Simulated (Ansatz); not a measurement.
# F3PSi: the cost of one run

Program: Ansatz 0.2.0. Level of theory: DFT unrestricted wB97X-V, Gaussian basis aug-cc-pV(T+d)Z, and further levels as typed in the inputs. These are calculated values, not measurements.

**1. The starting structure**

Bond lengths: Si1–P2 2.208 Å, P2–F3 1.561 Å, P2–F4 1.560 Å, P2–F5 1.573 Å. Angles: Si1–P2–F3 120.4°, Si1–P2–F4 121.0°, Si1–P2–F5 121.1°, F3–P2–F4 96.7°, F3–P2–F5 96.0°, F4–P2–F5 95.7°.

Structure file:

```xyz
5

Si    0.0044   -0.0033    2.2243
P    -0.0025    0.0011    0.0158
F     1.3419   -0.0059   -0.7781
F    -0.6788    1.1581   -0.7820
F    -0.6791   -1.1640   -0.7966
```

**2. Relaxing the atoms: F3PSi**

input.yaml

```yaml
relax:
  f_tol: 0.001
  max_steps: 200
crystal:
  periodic: [false, false, false]
  atoms:
    - { symbol: Si, position_ang: [0.004412, -0.003309, 2.224308] }
    - { symbol: P, position_ang: [-0.002521, 0.001096, 0.015825] }
    - { symbol: F, position_ang: [1.341907, -0.005916, -0.778124] }
    - { symbol: F, position_ang: [-0.678799, 1.158072, -0.782049] }
    - { symbol: F, position_ang: [-0.679088, -1.163965, -0.796648] }
magnetization:
  spin_polarized: true
  initial_magnetization: 2
basis:
  gaussian: { orbitals: "aug-cc-pV(T+d)Z.json" }
hamiltonian:
  xc: { name: wB97X-V }
```

Run with:

```
$ ansatz run input.yaml --threads 4 --pin off --max-ram 8192MiB --backend cpu --events-out ev --progress --plain --runs-dir out
```

**Question.** How long does this run take on 4 threads of Intel Xeon Platinum 8488C (Sapphire Rapids), shared host, and how much memory does it need?

About 65 s, with a peak of 1.3 GiB.
